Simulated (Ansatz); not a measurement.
The system is Hf2Pd2Se2Br2O3.

```xyz
11
Lattice="5.6066 -0.0935 -0.0141 1.6139 5.3351 0.0025 1.3692 1.9153 8.3154" Properties=species:S:1:pos:R:3 pbc="T T T"
Hf    2.3902    3.4984    0.1883
Hf    6.1995    3.6586    8.1156
Pd    1.4915    3.6252    4.1590
Pd    0.6846    0.9576    4.1577
Se    1.0298    2.2924    2.1069
Se    7.5599    4.8645    6.1970
Br    4.2949    3.5785    4.1519
Br    3.4879    0.9109    4.1507
O     4.3489    3.6281    7.6532
O     4.2408    3.5289    0.6507
O     0.0000    0.0000    0.0000
```

The cell was built by a generator and needn't be a form met in nature.

* Program: Ansatz 0.2.0
* Task: relaxation of cell and atoms
* Functional: PBE
* Dispersion: D3(BJ)
* Potentials or basis: all-electron PAW datasets made for the crystal
* k mesh: 3 × 3 × 2
* Occupations: fermi-dirac, width 0.05 eV
* Spin: no spin polarisation

At the start: volume 22.73 Å³/atom.

Task: Where does the relaxation end?

Result: Over 10 steps the energy falls by 21.2 meV/atom and the volume is 21.62 Å³/atom (-4.9 %); space group P-1 (No. 2, to 0.05 Å).

Step by step:
| step | energy change (eV) | largest force (eV/Å) | volume (Å³) |
| --- | --- | --- | --- |
| 1 | 0.0000 | 0.1105 | 250.02 |
| 2 | -0.1168 | 0.6428 | 235.66 |
| 3 | -0.1929 | 0.2121 | 238.88 |
| 4 | -0.2112 | 0.1540 | 238.15 |
| 5 | -0.2232 | 0.0614 | 237.77 |
| 6 | -0.2292 | 0.1300 | 237.42 |
| 7 | -0.2307 | 0.0851 | 237.53 |
| 8 | -0.2328 | 0.0117 | 237.69 |
| 9 | -0.2329 | 0.0133 | 237.77 |
| 10 | -0.2328 | 0.0133 | 237.77 |

Final structure:
```cif
data_structure
_symmetry_space_group_name_H-M 'P 1'
_symmetry_Int_Tables_number 1
_cell_length_a 5.2354
_cell_length_b 5.6838
_cell_length_c 8.4914
_cell_angle_alpha 75.391
_cell_angle_beta 82.733
_cell_angle_gamma 77.212
_cell_volume 237.77
loop_
_atom_site_label
_atom_site_type_symbol
_atom_site_fract_x
_atom_site_fract_y
_atom_site_fract_z
_atom_site_occupancy
Hf1 Hf 0.23112 0.66480 0.02111 1
Hf2 Hf 0.76888 0.33520 0.97889 1
Pd1 Pd 0.00000 0.50000 0.50000 1
Pd2 Pd 0.00000 0.00000 0.50000 1
Se1 Se 0.02945 0.33395 0.25480 1
Se2 Se 0.97055 0.66605 0.74520 1
Br1 Br 0.50000 0.50000 0.50000 1
Br2 Br 0.50000 0.00000 0.50000 1
O1 O 0.41858 0.34932 0.93499 1
O2 O 0.58142 0.65068 0.06501 1
O3 O 0.00000 0.00000 0.00000 1
```

Caveat: the k mesh is coarse (spacing up to 0.40 Å⁻¹), so the values aren't converged; the k mesh is thin for a metal, which can move the energy by tens of meV per atom; pairwise dispersion overbinds metals, which lowers pressure and volume.
